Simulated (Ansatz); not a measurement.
# CH₂F₄Sn: a ladder of functionals and wavefunction methods

One table from this session's results is given with a row withheld; the runs are named, their logs left out.

Method: functionals in def2-TZVPP, the program's frozen cores in correlated methods; program: Ansatz 0.2.0, Gaussian basis.

The runs, in order: LDA (SPW92), PBE-D4, revPBE-D4, BLYP-D4, r2SCAN-D4, B97M-V, PBE0-D4, B3LYP-D4, r2SCANh-D4, r2SCAN0-D4, HSE06-D4, BHLYP-D4, CAM-B3LYP-D4, LC-ωPBE, ωB97X-V, ωB97M-V, B2PLYP, PBE-QIDH; CCSD(T)/def2-SVP; CCSD(T)/def2-TZVPP; MP2/def2-QZVPP; extrapolation to the limit; RPA on PBE.

**The relaxed structure**

All runs share one geometry, relaxed beforehand with PBE0-D4 in a triple-zeta def2 set. Sn takes the def2 core potential; no spin-orbit term is included.

SMILES `[F][SnH2][C](F)(F)F`, 8 atoms, charge 0, spin multiplicity 1.

Atoms are counted from 1 here; the program's logs count them from 0.

Bond lengths: F1–Sn2 1.917 Å, Sn2–C3 2.202 Å, Sn2–H7 1.697 Å, Sn2–H8 1.697 Å, C3–F4 1.339 Å, C3–F5 1.347 Å, C3–F6 1.338 Å. Angles: F1–Sn2–C3 103.3°, F1–Sn2–H7 106.2°, F1–Sn2–H8 106.2°, C3–Sn2–H7 111.1°, C3–Sn2–H8 111.1°, H7–Sn2–H8 117.6°, Sn2–C3–F4 112.4°, Sn2–C3–F5 110.2°, Sn2–C3–F6 112.4°, F4–C3–F5 107.1°, F4–C3–F6 107.4°, F5–C3–F6 107.1°.

Set-up of the first run:

File in.yaml:

```yaml
crystal:
  periodic: [false, false, false]
  atoms:
    - {symbol: F, position_ang: [-1.567699, -1.712969, 0.359121]}
    - {symbol: Sn, position_ang: [0.222223, -1.052895, 0.167370]}
    - {symbol: C, position_ang: [-0.067927, 1.099479, -0.197549]}
    - {symbol: F, position_ang: [-0.773693, 1.337453, -1.309733]}
    - {symbol: F, position_ang: [1.123404, 1.711302, -0.346270]}
    - {symbol: F, position_ang: [-0.698796, 1.707668, 0.814167]}
    - {symbol: H, position_ang: [0.866551, -1.824019, -1.199689]}
    - {symbol: H, position_ang: [0.988138, -1.323219, 1.656984]}
basis:
  gaussian: {orbitals: def2-TZVPP}
hamiltonian: {xc: lda}
output: {orbitals: {seedname: orbitals}}
```

Launch:

```sh
> ansatz run in.yaml --threads 2 --pin off --events-out ev --progress --plain --max-ram 22528MiB --backend cpu
```

Among the steps run: LDA; PBE-D4 (GGA); revPBE-D4 (GGA); BLYP-D4 (GGA); r2SCAN-D4 (meta-GGA); B97M-V (meta-GGA); PBE0-D4 (hybrid); B3LYP-D4 (hybrid); r2SCANh-D4 (hybrid); r2SCAN0-D4 (hybrid); HSE06-D4 (hybrid); BHLYP-D4 (hybrid); CAM-B3LYP-D4 (range-separated); LC-ωPBE (range-separated); ωB97X-V (range-separated); ωB97M-V (range-separated); B2PLYP (double hybrid); PBE-QIDH (double hybrid).

One table of the session follows, with a row left open; its other results are not shown here.

It belongs to the step «Orbital energies across the functionals». 

```
  functional  HOMO (eV)  gap (eV)
 LDA (SPW92)      -7.86      5.66
      PBE-D4      -7.65      5.76
   revPBE-D4      -7.57      5.81
     BLYP-D4      -7.59      5.74
   r2SCAN-D4      -8.00      6.43
      B97M-V      -8.09      6.33
     PBE0-D4      -9.15      8.05
    B3LYP-D4      -8.95      7.57
  r2SCANh-D4      -8.55      7.26
  r2SCAN0-D4      -9.38      8.49
    HSE06-D4      -8.74      7.29
    BHLYP-D4     -10.61     10.20
CAM-B3LYP-D4          ?         ?
     LC-ωPBE     -11.81     12.77
     ωB97X-V     -11.49     12.30
     ωB97M-V     -11.37     11.87
```

**Question.** Estimate the row for CAM-B3LYP-D4.

The run gave: HOMO (eV): -10.58; gap (eV): 10.33. In the column «HOMO (eV)» it lies between BHLYP-D4 (-10.61) and r2SCAN0-D4 (-9.38).
